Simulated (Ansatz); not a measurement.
Wanted: the native input for an Ansatz 0.2.0 run.

```yaml
Task: single point
Functional: PBEsol
Potentials_or_basis: Ansatz PAW
Cutoff: "420 eV (not typed: the program's choice for these potentials)"
k_mesh: 9 × 9 × 4
Occupations: fermi-dirac, width 0.05 eV
Spin: collinear spin, ferromagnetic start
Starting_moments: "[0.0, 0.0, 1.0] μB"
Fixed_moment: 1 μB
```

Crystal: MnPt2.

```
Pt Mn
1.0
     2.85840    0.00000    0.00000
    -1.42920    2.47545    0.00000
     0.00000    0.00000    6.53250
Pt Mn
2 1
Cartesian
  1.4292 0.8252 2.0656
  0.0000 1.6503 4.4669
  0.0000 0.0000 0.0000
```

The cell comes from a database or a generator and needn't be the stable form of this composition.

The input as run:

input.yaml

```yaml
crystal:
  lattice:
    - [2.8584044518, 0.0, 0.0]
    - [-1.4292022259, 2.4754508696, 0.0]
    - [0.0, 0.0, 6.532504]
  atoms:
    - { symbol: Pt, position: [0.6666666667, 0.3333333333, 0.316206] }
    - { symbol: Pt, position: [0.3333333333, 0.6666666667, 0.683794] }
    - { symbol: Mn, position: [0.0, 0.0, 0.0], spin: 1.0 }
hamiltonian:
  xc: pbesol
  pseudopotentials: { kind: paw }
magnetization:
  spin_polarized: true
  initial_magnetization: 1.0
  spin_locking: { lock_magnetization: hard }
kpoints:
  mp_grid: { grid: [9, 9, 4] }
scf:
  occupations: { method: fermi_dirac, width: 0.05 }
  lower_state_search: "off"
output:
  forces: true
  stress: true
  eigenvalues: true
  write_density: true
  write_potential: true
  elf: true
  volumetric_format: npy
```

Potentials or basis: Ansatz PAW.

The run is started by

```bash
$ ansatz run input.yaml --threads 2 --pin off --max-ram 5632MiB --backend cpu --events-out ev --progress --plain --runs-dir out
```

Results of the run:

```json
{"Pressure": "-23.0 GPa", "Largest force": "0.303 eV/Å", "Net moment": "1.00 μB per cell", "Absolute moment": "1.81 μB per cell", "Site moments": "Pt -0.18; Mn +1.37 μB"}
```

Caveat: the total moment is fixed, so each spin has its own Fermi level; the PAW data sets come from PBE, with cores solved anew for the run's functional, which leaves a small shift of forces and pressure; the thresholds are loose for stress.

Run time: 12 s on 2 threads of Intel(R) Xeon(R) Processor @ 2.50GHz (Skylake/Cascade Lake) (shared host), peak memory 0.43 GiB.
